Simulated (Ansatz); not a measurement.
# Ta5AlN6: the cost of one run

Method: DFT PBE, scalar-relativistic, plane waves, PAW, in Ansatz 0.2.0.

## (1) The system as given

Symmetry: Pmmm, No. 47, orthorhombic system. Conventional cell: a = 3.361 Å, b = 4.754 Å, c = 10.084 Å, α = 90.00°, β = 90.00°, γ = 90.00°. Ta (site symmetry mmm) is surrounded by 6 N at 2.38 Å. Around Ta (site symmetry mm2) lie 6 N at 2.38 Å. Around Al (site symmetry mmm) lie 6 N at 2.38 Å. N (site symmetry mm2) is surrounded by 4 Ta at 2.38 Å and 2 Al at 2.38 Å. N (site symmetry mm2) is surrounded by 6 Ta at 2.38 Å. N (site symmetry mmm) has 6 Ta at 2.38 Å as nearest neighbours. Around N (site symmetry mmm) lie 2 Al at 2.38 Å and 4 Ta at 2.38 Å.

Coordinates:

```
CELL_PARAMETERS angstrom
3.36127 0.00000 0.00000
0.00000 4.75356 0.00000
0.00000 0.00000 10.08382
ATOMIC_POSITIONS crystal
Ta 0.00000 0.00000 0.00000
Ta 0.00000 0.00000 0.33333
Ta 0.00000 0.00000 0.66667
Ta 0.50000 0.50000 0.83333
Ta 0.50000 0.50000 0.16667
Al 0.50000 0.50000 0.50000
N 0.00000 0.50000 0.33333
N 0.00000 0.50000 0.66667
N 0.50000 0.00000 0.83333
N 0.00000 0.50000 0.00000
N 0.50000 0.00000 0.16667
N 0.50000 0.00000 0.50000
```

The start is an ordering of an alloy on its end members' structure types: elements ordered on the sites of the AlN type, Ta/Al on Al (Pmmm, No. 47).

## (2) A first look at the guess

Input file input.yaml:

```yaml
crystal:
  lattice:
    - [3.3612719, 0.0, 0.0]
    - [0.0, 4.75355631, 0.0]
    - [0.0, 0.0, 10.0838157]
  atoms:
    - { symbol: Ta, position: [0.0, 0.0, 0.0] }
    - { symbol: Ta, position: [0.0, 0.0, 0.33333333] }
    - { symbol: Ta, position: [0.0, 0.0, 0.66666667] }
    - { symbol: Ta, position: [0.5, 0.5, 0.83333333] }
    - { symbol: Ta, position: [0.5, 0.5, 0.16666667] }
    - { symbol: Al, position: [0.5, 0.5, 0.5] }
    - { symbol: "N", position: [0.0, 0.5, 0.33333333] }
    - { symbol: "N", position: [0.0, 0.5, 0.66666667] }
    - { symbol: "N", position: [0.5, 0.0, 0.83333333] }
    - { symbol: "N", position: [0.0, 0.5, 0.0] }
    - { symbol: "N", position: [0.5, 0.0, 0.16666667] }
    - { symbol: "N", position: [0.5, 0.0, 0.5] }
basis:
  ecutwfc: 420
kpoints:
  mp_grid: { grid: [6, 4, 2] }
hamiltonian:
  xc: pbe
scf:
  occupations: { method: gaussian, width: 0.1 }
  lower_state_search: "off"
output:
  forces: true
  stress: true
  eigenvalues: true
```

On the command line:

```sh
ansatz run input.yaml --threads 1 --pin off --max-ram 2560MiB --backend cpu --events-out ev --progress --plain --runs-dir out
```

**Question.** How long does this run take on 1 thread of Intel Xeon at 2.50GHz (Skylake/Cascade Lake), shared host, and how much memory does it need?

About 28 s, with a peak of 0.51 GiB.
